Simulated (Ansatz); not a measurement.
# HfC: the cost of one run

Program: the Python package of Ansatz 0.2.0. Level of theory: DFT PBE, plane waves, PAW. These are calculated values, not measurements.

### 1 The structure

Symmetry: Fm-3m, No. 225, cubic system. The conventional cell has a = 4.650 Å, b = 4.650 Å, c = 4.650 Å, α = 90.00°, β = 90.00°, γ = 90.00°. Hf (site symmetry m-3m) has 6 C at 2.33 Å as nearest neighbours. Around C (site symmetry m-3m) lie 6 Hf at 2.33 Å.

No structure file is read: the coordinates are typed or built in the script.

### 2 Script

Contents of kconv.py:

```python
"""k-point test for HfC."""

import argparse
import warnings

import ansatz as az
from tabulate import tabulate

parser = argparse.ArgumentParser(description="k-point test for HfC.")
parser.add_argument("--xc", required=True, help="exchange-correlation functional")
parser.add_argument("--filling", required=True, help="how the bands are filled")
parser.add_argument("--width-ev", type=float, default=0.1, help="smearing width (eV)")
args = parser.parse_args()

warnings.simplefilter("ignore", az.DeckWarning)

lattice = az.Lattice.of(
    (0.0, 2.325, 2.325),
    (2.325, 0.0, 2.325),
    (2.325, 2.325, 0.0),
)
sites = [
    ("Hf", (0.5, 0.5, 0.5)),
    ("C", (0.0, 0.0, 0.0)),
]
structure = az.Crystal(lattice=lattice)
for symbol, position in sites:
    structure = structure.atom(symbol, position)

calc = (
    structure.calculation()
    .functional(args.xc)
    .occupations(args.filling, width=args.width_ev)
    .pseudopotentials("paw")
)

rows = []
for value in [(3, 3, 3), (4, 4, 4), (5, 5, 5), (7, 7, 7), (8, 8, 8), (10, 10, 10)]:
    r = calc.kpoints(mesh=value).run(threads=1).report
    rows.append((value, r["free_energy_ev"] / len(r["lattice"]["sites"]), r["n_iterations"], r["n_kpoints"]))

print(tabulate(rows, headers=["mesh", "F/atom (eV)", "iterations", "k-points"], floatfmt=".4f", tablefmt="simple"))

# differences from the last row
for row in rows[:-1]:
    shift = 1000 * (row[1] - rows[-1][1])
    print(f"{row[0]}: {shift:+.2f} meV/atom" + ("  (within 2 meV)" if abs(shift) < 2 else ""))
```

### 3 The input behind the calls

The engine receives this input (first run):

```yaml
crystal:
  lattice:
    - [0.0, 2.325, 2.325]
    - [2.325, 0.0, 2.325]
    - [2.325, 2.325, 0.0]
  atoms:
    - { symbol: Hf, position: [0.5, 0.5, 0.5] }
    - { symbol: C, position: [0.0, 0.0, 0.0] }
kpoints:
  mp_grid:
    grid: [3, 3, 3]
hamiltonian:
  xc: pbe
  pseudopotentials:
    kind: paw
scf:
  occupations:
    method: cold
    width: 0.1
```

### 4 The run

Launch:

```
$ python kconv.py --xc PBE --filling cold
```

Q: Estimate wall time and peak memory on 1 thread of Arm Neoverse V1, shared host.

About 4.5 s, with a peak of 0.35 GiB.
